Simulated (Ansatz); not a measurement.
# BrH3OSn: ladder of basis sets in Python

How does the energy of BrH3OSn converge with the basis? The task is a ladder of basis sets, for BrH3OSn. SMILES: [OH][SnH2][Br].

All numbers are computed with Ansatz 0.2.0 through its Python package. The levels of theory stand in the script.

**1. The structure**

Bond lengths: O1–Sn2 1.958 Å, Sn2–Br3 2.492 Å, O1–H4 1.018 Å, Sn2–H5 1.763 Å, Sn2–H6 1.760 Å. Angles: O1–Sn2–Br3 107.2°, O1–Sn2–H5 109.9°, O1–Sn2–H6 110.9°, Br3–Sn2–H5 109.5°, Br3–Sn2–H6 109.9°, H5–Sn2–H6 109.4°, Sn2–O1–H4 99.7°.

No structure file is read: the coordinates are typed or built in the script.

**2. The code**

run_basis.py reads:

```python
"""How the energy of BrH3OSn converges with the basis."""

import ansatz as az

FUNCTIONAL = "pbe0"
DISPERSION = "d3bj"


def main() -> None:
    molecule = (
        az.Crystal.molecule()
        .atom("O", (-1.2245, -0.9132, -0.5022))
        .atom("Sn", (0.2995, 0.146, 0.122))
        .atom("Br", (2.0544, -1.4567, 0.871))
        .atom("H", (-1.8462, -0.1619, -0.7958))
        .atom("H", (0.9269, 1.1296, -1.1996))
        .atom("H", (-0.1681, 1.1921, 1.4584))
    )

    setup = molecule.calculation().functional(FUNCTIONAL, dispersion=DISPERSION)

    energies = {}
    for basis in ["def2-SVP", "def2-SVPD", "def2-TZVP", "def2-TZVPP"]:
        r = setup.basis(gaussian=basis).run().report
        size = r["n_frozen"] + r["n_occupied"][0] + r["n_virtual"][0]
        energies[basis] = (r["reference_energy_ev"] / 27.211386246, r["free_energy_ev"] / 27.211386246)
        print(f"{basis:14s} {size:4d} orbitals  reference {energies[basis][0]:14.6f} Ha  total {energies[basis][1]:14.6f} Ha")

    last = energies["def2-TZVPP"][1]
    for basis, (_, total) in energies.items():
        print(f"{basis:14s} lies {27.211386 * (total - last):9.4f} eV above def2-TZVPP")


if __name__ == "__main__":
    main()
```

**3. What the engine is handed**

The engine receives this input (first run):

```yaml
crystal:
  periodic: [false, false, false]
  atoms:
    - { symbol: O, position_ang: [-1.2245, -0.9132, -0.5022] }
    - { symbol: Sn, position_ang: [0.2995, 0.146, 0.122] }
    - { symbol: Br, position_ang: [2.0544, -1.4567, 0.871] }
    - { symbol: H, position_ang: [-1.8462, -0.1619, -0.7958] }
    - { symbol: H, position_ang: [0.9269, 1.1296, -1.1996] }
    - { symbol: H, position_ang: [-0.1681, 1.1921, 1.4584] }
basis:
  gaussian:
    orbitals: def2-SVP
hamiltonian:
  xc: pbe0
  dispersion: d3bj
```

**4. The run**

Started as:

```
$ python run_basis.py
```

Output:

```text
def2-SVP         87 orbitals  reference   -2864.759726 Ha  total   -2864.763611 Ha
def2-SVPD       120 orbitals  reference   -2864.775785 Ha  total   -2864.779670 Ha
def2-TZVP       147 orbitals  reference   -2865.183491 Ha  total   -2865.187375 Ha
def2-TZVPP      171 orbitals  reference   -2865.185384 Ha  total   -2865.189269 Ha
def2-SVP       lies   11.5828 eV above def2-TZVPP
def2-SVPD      lies   11.1458 eV above def2-TZVPP
def2-TZVP      lies    0.0515 eV above def2-TZVPP
def2-TZVPP     lies    0.0000 eV above def2-TZVPP
```

Wall time 20 s (1 thread of Arm Neoverse V1, shared host); peak memory 0.39 GiB.

**5. What changed from run to run**

The engine's inputs for the other runs:

Run 2, against run 1:

```diff
@@ -12 +12 @@
-    orbitals: def2-SVP
+    orbitals: def2-SVPD
```

Run 3, against run 1:

```diff
@@ -12 +12 @@
-    orbitals: def2-SVP
+    orbitals: def2-TZVP
```

Run 4, against run 1:

```diff
@@ -12 +12 @@
-    orbitals: def2-SVP
+    orbitals: def2-TZVPP
```

**6. The engine's runs**

From the records of these 4 runs:

| run | basis | energy (eV) | SCF cycles | CPU time (s) |
| --- | --- | --- | --- | --- |
| 1 | def2-SVP | -77954.1891 | 16 | 3.4 |
| 2 | def2-SVPD | -77954.6261 | 15 | 4.8 |
| 3 | def2-TZVP | -77965.7203 | 16 | 5.6 |
| 4 | def2-TZVPP | -77965.7719 | 16 | 5.8 |

**7. Summary of results**

| quantity | value |
| --- | --- |
| runs compared | 4 |
| change of the total from set to set | -0.437, -11.094, -0.052 eV |

Against def2-SVP: def2-SVPD -16.1 mHa, def2-TZVP -423.8 mHa and def2-TZVPP -425.7 mHa. The last step alone is -1.89 mHa (these two sets differ little on atoms other than hydrogen). From the first set to the last the time grows from 3.4 to 5.8 s. The drop along the ladder measures the basis error, and is no property of the molecule. The geometry is a force-field or estimated start, not a minimum of this method, and the last set is no limit. Much of the fall in a total is atomic energy, which cancels in bond and reaction energies. def2 sets replace the cores of elements past krypton by effective core potentials. Total less reference energy is the dispersion correction.
